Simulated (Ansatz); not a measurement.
Write a Python script for the Ansatz DFT code, driven from Python that makes a rigid scan of one bond length of AlH₆NSiTe, SMILES [SiH3][NH][AlH][TeH]. Level of theory (for the species named): Hartree-Fock, def2-SVP basis, multiplicity 1.

Input file `alh6nsite.xyz`:
```text
10

Si   -1.20270    0.49710   -0.62470
N    -0.99480   -0.91310    0.37660
Al    0.70730   -0.74980    1.16010
Te    2.92710   -0.48510   -0.33890
H    -2.56490    0.44340   -1.30360
H    -1.21230    1.76580    0.20090
H    -0.18380    0.62560   -1.66970
H    -0.91640   -1.71390   -0.27400
H     0.89460   -0.74760    2.80550
H     2.62900    1.22640   -0.32920
```

`scan.py`:
```python
'''Stretching a bond of AlH6NSiTe, the rest held rigid.'''

import ansatz
import numpy as np


def main() -> None:
    system = ansatz.Crystal.molecule_from_extxyz('alh6nsite.xyz')

    symbols = [site.symbol for site in system.cartesian_sites]
    start = np.array([site.position_ang for site in system.cartesian_sites])
    axis = (start[5] - start[0]) / np.linalg.norm(start[5] - start[0])
    moving = [5]
    lengths, energies = [1.332, 1.393, 1.453, 1.514, 1.574, 1.635, 1.695, 1.786], []
    for length in lengths:
        xyz = start.copy()
        xyz[moving] += (length - np.linalg.norm(start[5] - start[0])) * axis
        point = ansatz.Crystal.molecule()
        for symbol, place in zip(symbols, xyz):
            point = point.atom(symbol, place.tolist())
        job = (
            point.calculation()
            .basis(gaussian='def2-SVP')
            .functional('hf')
        )
        r = job.run().report
        energies.append(r['free_energy_ev'])
        print(f'r = {length:6.3f} A  E = {energies[-1]:.5f} eV  <S^2> = {abs(r["mean_field"]["state"]["spin_squared"]):.3f}')

    # quartic fit about the minimum
    fit = np.polynomial.Polynomial.fit(lengths, np.array(energies) - min(energies), 4).convert()
    roots = [r.real for r in fit.deriv().roots() if abs(r.imag) < 1e-9 and fit.deriv(2)(r.real) > 0]
    r_e = min(roots, key=lambda r: abs(r - lengths[int(np.argmin(energies))]))
    print(f'minimum of the fit at {r_e:.4f} A, force constant {fit.deriv(2)(r_e):.2f} eV/A^2')


if __name__ == '__main__':
    main()
```

```console
$ python scan.py
r =  1.332 A  E = -23282.34659 eV  <S^2> = 0.000
r =  1.393 A  E = -23282.53643 eV  <S^2> = 0.000
r =  1.453 A  E = -23282.61979 eV  <S^2> = 0.000
r =  1.514 A  E = -23282.62282 eV  <S^2> = 0.000
r =  1.574 A  E = -23282.56376 eV  <S^2> = 0.000
r =  1.635 A  E = -23282.45551 eV  <S^2> = 0.000
r =  1.695 A  E = -23282.31312 eV  <S^2> = 0.000
r =  1.786 A  E = -23282.04862 eV  <S^2> = 0.000
minimum of the fit at 1.4854 A, force constant 19.36 eV/A^2
```

Notes:
- Total energies depend on the basis set; only differences at equal settings carry meaning.
- The rest of the molecule is held rigid at a force-field or estimated start geometry, and the basis set is modest; single-reference methods fail as a bond breaks.
- def2 sets replace the cores of elements past krypton by effective core potentials.
- Hartree-Fock leaves correlation out, so bond, atomisation and ionisation energies come out well too low.
- The orbitals are restricted, so S² is zero by construction.
- It ran for 14 s on 1 thread of AMD EPYC 7B13 (Zen 3), with other jobs on the host, peak memory 0.28 GiB.
